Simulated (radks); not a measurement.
**Ca²⁺ with its nuclear charge varied continuously**

An exercise on one series of results from a longer session: the logs are not shown, and one member is left open.

The numbers are computed with radks (a radial shooting solver on a logarithmic mesh, Libxc functionals) version 1 (scalar-relativistic Kohn-Sham, r2SCAN, spin-polarised, spherical densities, finite nucleus), except any that are marked as measured or tabulated.

## The atom as given

| Quantity | Value |
| --- | --- |
| element | calcium (Z = 20) |
| charge | +2 |
| electrons | 18 |
| configuration | [Ar] |
| nuclear rms radius | 3.4776 fm |

Outer shells as boxes (Hund's rule):

Ca²⁺
```
[Ne] core
3s [↑↓]
3p [↑↓][↑↓][↑↓]
```

Set-up of the first run:

The run's settings:

```text
Z 20
configuration [Ar]
relativity scalar-relativistic
functional r2scan,r2scan
spin polarised
nucleus finite rms 3.4776 fm
c 137.035999084
```

Among the steps run: Z = 20.

One of the session's tables, all rows but one given; the rest of the session is left out.

It belongs to the step «Z = 20». Sizes of the orbitals, from the radial functions (bohr):

```
level      <r>  outermost maximum (interpolated)  90 % within  nodes
   1s  0.07685                            0.0503        0.137      0
   2s   0.3630                             0.299        0.565      1
   2p   0.3273                             0.247        0.539      0
   3s        ?                                 ?            ?      ?
   3p    1.257                              1.05         1.93      1
```

Estimate the missing values for 3s.

As computed: <r>: 1.154; outermost maximum (interpolated): 0.993; 90 % within: 1.73; nodes: 2. In the column «<r>» it lies between 2s (0.3630) and 3p (1.257).

Limits of these values: At Z = 20 the central difference of E is -80.258 hartree, against -80.221 from the Hellmann-Feynman theorem; the scalar-relativistic energy here is not variational, so the two differ by a part that grows with Z.
